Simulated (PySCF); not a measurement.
# CH3BFN (SMILES B/N=C\F) at wB97M-D3(BJ)/ANO-pVDZ (density fitting with cc-pvqz-jkfit)

Aim: a structure relaxation of CH3BFN. 

The calculation is run with PySCF 2.14.0.

1 further run of the same task is left out (set aside as unsound or not needed).

### 1 The structure to begin with

CH3BFN has 7 atoms, charge 0, and is taken as a singlet. As SMILES, `B/N=C\F`. All atoms were displaced at random from a relaxed shape. The run starts from this shape.

Bond lengths: B1–N2 1.395 Å, N2–C3 1.488 Å, C3–F4 1.196 Å, B1–H5 0.879 Å, B1–H6 1.327 Å, C3–H7 1.077 Å. Angles: B1–N2–C3 164.1°, N2–C3–F4 114.5°, N2–B1–H5 125.0°, N2–B1–H6 97.2°, N2–C3–H7 118.6°, F4–C3–H7 126.5°, H5–B1–H6 129.7°.

### 2 A structure relaxation at wB97M-D3(BJ)/ANO-pVDZ (density fitting with cc-pvqz-jkfit)

File calc.py:

```python
# BN=CF
from pyscf import gto, dft
from pyscf.geomopt.geometric_solver import kernel as optimise

molecule = gto.Mole()
molecule.atom = '''
B   -0.410503   1.150797   0.691520
N   -0.127385   0.008613  -0.058313
C    0.517343  -1.204620  -0.628524
F    0.745235  -2.066203   0.168676
H    0.148218   1.815647   0.829141
H   -1.718977   1.175501   0.470511
H    0.626428  -1.276682  -1.697382
'''
molecule.verbose = 3
molecule.basis = 'ano-pvdz'
molecule.max_memory = 1860
molecule.build()

mf = dft.RKS(molecule)
mf.xc = 'wb97m-d3bj'
mf = mf.density_fit(auxbasis='cc-pvqz-jkfit')
converged, mol_eq = optimise(mf, maxsteps=50)
print('converged:', converged)
print(mol_eq.tostring())

mf.reset(mol_eq)
molecule = mol_eq
mf.kernel()
e_tot = mf.e_tot
print('E(%s) = %.9f' % ('WB97M-D3(BJ)', e_tot))
mf.analyze()
```

Run with:

```console
$ OMP_NUM_THREADS=1 python calc.py
```

Log:

```text
maxiter                   50
----------------------------------------------------------
Custom engine selected.
Bonds will be generated from interatomic distances less than 1.20 times sum of covalent radii
21 internal coordinates being used (instead of 21 Cartesians)
Internal coordinate system (atoms numbered from 1):
Distance 1-2
Distance 1-5
Distance 1-6
Distance 2-3
Distance 3-4
Distance 3-7
Angle 2-1-5
Angle 5-1-6
Angle 2-3-7
Angle 4-3-7
LinearAngleX 1-2-3
LinearAngleY 1-2-3
Out-of-Plane 1-2-6-5
Out-of-Plane 3-2-4-7
Dihedral 5-1-3-4
Dihedral 5-1-3-7
Dihedral 6-1-3-4
Dihedral 6-1-3-7
Translation-X 1-7
Translation-Y 1-7
Translation-Z 1-7
Rotation-A 1-7
Rotation-B 1-7
Rotation-C 1-7
> ===== Optimization Info: ====
> Job type: Energy minimization
> Maximum number of optimization cycles: 50
> Initial / maximum trust radius (Angstrom): 0.100 / 0.300
> Convergence Criteria:
> Will converge when all 5 criteria are reached:
>  |Delta-E| < 1.00e-06
>  RMS-Grad  < 3.00e-04
>  Max-Grad  < 4.50e-04
>  RMS-Disp  < 1.20e-03
>  Max-Disp  < 1.80e-03
> === End Optimization Info ===

[... 38 lines left out ...]
converged SCF energy = -219.42646974634
[... 99 lines left out ...]
converged SCF energy = -219.482121940498
[... 99 lines left out ...]
converged SCF energy = -219.482678021796
[... 100 lines left out ...]
converged SCF energy = -219.482687269324
[... 48 lines left out ...]
converged SCF energy = -219.48268819293
[... 5 lines left out ...]
MO #4   energy= -6.93113586387006  occ= 2
[... 3 lines left out ...]
MO #8   energy= -0.70504352965361  occ= 2
[... 3 lines left out ...]
MO #12  energy= -0.518204924987724 occ= 2
[... 3 lines left out ...]
MO #16  energy= 0.0563294914708088 occ= 0
[... 3 lines left out ...]
MO #20  energy= 0.266915665020336  occ= 0
[... 3 lines left out ...]
MO #24  energy= 0.378603944300238  occ= 0
[... 3 lines left out ...]
MO #28  energy= 0.5633714575331    occ= 0
[... 3 lines left out ...]
MO #32  energy= 0.803207374518727  occ= 0
[... 3 lines left out ...]
MO #36  energy= 1.02228016054249   occ= 0
[... 3 lines left out ...]
MO #40  energy= 1.14960901143875   occ= 0
MO #41  energy= 1.21965148585186   occ= 0
MO #42  energy= 1.25138941428964   occ= 0
MO #43  energy= 1.3428786904431    occ= 0
MO #44  energy= 1.36577379718407   occ= 0
MO #45  energy= 1.3891509683064    occ= 0
MO #46  energy= 1.39087633838337   occ= 0
MO #47  energy= 1.44569533825874   occ= 0
MO #48  energy= 1.55282476201388   occ= 0
MO #49  energy= 1.56783681795356   occ= 0
MO #50  energy= 1.64025790666057   occ= 0
MO #51  energy= 1.66654652620652   occ= 0
MO #52  energy= 1.82193098739452   occ= 0
MO #53  energy= 1.86676497817194   occ= 0
MO #54  energy= 1.87916220170467   occ= 0
MO #55  energy= 1.92367512101402   occ= 0
MO #56  energy= 2.05711354747002   occ= 0
MO #57  energy= 2.07536096043853   occ= 0
MO #58  energy= 2.1920724446644    occ= 0
MO #59  energy= 2.39961090665859   occ= 0
MO #60  energy= 2.48841486221915   occ= 0
MO #61  energy= 2.69372022466758   occ= 0
MO #62  energy= 2.74167385896284   occ= 0
MO #63  energy= 2.74741255103926   occ= 0
MO #64  energy= 2.8139576546592    occ= 0
MO #65  energy= 3.02138712455076   occ= 0
MO #66  energy= 3.21130592552031   occ= 0
MO #67  energy= 3.26017039563796   occ= 0
MO #68  energy= 3.40777009770086   occ= 0
MO #69  energy= 3.74420579725316   occ= 0
MO #70  energy= 3.86505335709974   occ= 0
MO #71  energy= 4.69330949010602   occ= 0
 ** Mulliken atomic charges  **
charge of    0B =     -0.02851
charge of    1N =     -0.17044
charge of    2C =      0.33325
charge of    3F =     -0.27282
charge of    4H =      0.01030
charge of    5H =      0.01029
charge of    6H =      0.11793
Dipole moment(X, Y, Z, Debye):  0.27491, -0.13084, -1.54220
```

It took 4.6 min on 1 thread of Intel Xeon 6975P-C (Granite Rapids), shared host; peak memory 0.75 GiB.

Step by step:

```
step  energy from the first frame kept (eV)  largest force (eV/Å)
   0                                 0.0000               21.3542
   1                                -3.5278               10.7394
   2                                -4.3092                8.0676
   3                                -4.8787                2.1947
   4                                -4.7942                4.9360
   5                                -5.0422                0.4902
   6                                -5.0508                0.2249
   7                                -5.0551                0.1458
   8                                -5.0567                0.0990
   9                                -5.0573                0.0662
  10                                -5.0576                0.0386
  11                                -5.0576                0.0238
  12                                -5.0576                0.0354
  13                                -5.0576                0.0245
  14                                -5.0576                0.0081
```

After the run. Bond lengths: B1–N2 1.378 Å, N2–C3 1.224 Å, C3–F4 1.353 Å, B1–H5 1.196 Å, B1–H6 1.196 Å, C3–H7 1.088 Å. Angles: B1–N2–C3 176.0°, N2–C3–F4 122.4°, N2–B1–H5 118.3°, N2–B1–H6 118.3°, N2–C3–H7 126.8°, F4–C3–H7 110.8°, H5–B1–H6 123.4°.

### 3 Summary of results

At wB97M-D3(BJ)/ANO-pVDZ (density fitting with cc-pvqz-jkfit):

```
               quantity          value
total energy at the end  -219.48269 Eh
          dipole moment         1.57 D
            HOMO energy      -10.94 eV
            LUMO energy        1.53 eV
          HOMO–LUMO gap       12.47 eV
      dispersion energy  -14.03 kJ/mol
```

In words: At the final geometry: Bond lengths: B1–N2 1.378 Å, N2–C3 1.224 Å, C3–F4 1.353 Å, B1–H5 1.196 Å, B1–H6 1.196 Å, C3–H7 1.088 Å. Angles: B1–N2–C3 176.0°, N2–C3–F4 122.4°, N2–B1–H5 118.3°, N2–B1–H6 118.3°, N2–C3–H7 126.8°, F4–C3–H7 110.8°, H5–B1–H6 123.4°. The optimisation took 14 steps and changed the energy by -5.058 eV.
